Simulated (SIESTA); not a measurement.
**Pb: equation of state with PBEsol**

Pb:

```xyz
4
Lattice="3.5244 0.0000 0.0000 -1.7622 3.0522 0.0000 0.0000 0.0000 11.4952" Properties=species:S:1:pos:R:3 pbc="T T T"
Pb    1.7622    1.0174    8.6214
Pb    0.0000    0.0000    5.7476
Pb    0.0000    2.0348    2.8738
Pb    0.0000    0.0000    0.0000
```

This isn't the form of Pb at room conditions, which is fcc.

- Program: SIESTA 5.4.2
- Task: equation of state
- Functional: PBEsol
- Potentials or basis: PseudoDojo 0.4 standard (PBEsol files)
- Basis: DZP (energy shift 0.003 Ry; two zetas on semicore shells)
- Grid cutoff: 500 Ry
- Energy shift: 0.003 Ry
- k mesh: 9 × 9 × 3
- Occupations: fermi-dirac, width 0.05 eV
- Spin: no spin polarisation

```json
{"Equilibrium volume": "30.26 Å³/atom", "Bulk modulus at fixed shape and positions": "45 GPa", "Pressure derivative of the bulk modulus": "4.1 (rough: it moves with the points fitted)"}
```

Energy against volume, from the lowest point:
| volume (Å³/atom) | energy (meV/atom) |
| --- | --- |
| 29.059 | 7.13 |
| 29.677 | 1.74 |
| 30.295 | 0.00 |
| 30.914 | 1.95 |
| 31.532 | 7.08 |
| 32.150 | 14.85 |
| 32.769 | 25.36 |

All runs of the series together: 10 min on 1 thread of Arm Neoverse V1, on a shared host.

Caveat: the cell was scaled at fixed shape and fractional positions, which overstates the stiffness of a crystal with free parameters, most of all of layers and chains; the basis of atomic orbitals isn't converged, which shifts pressures, moduli and gaps. The run has no spin-orbit coupling, so splittings on Pb are missing.
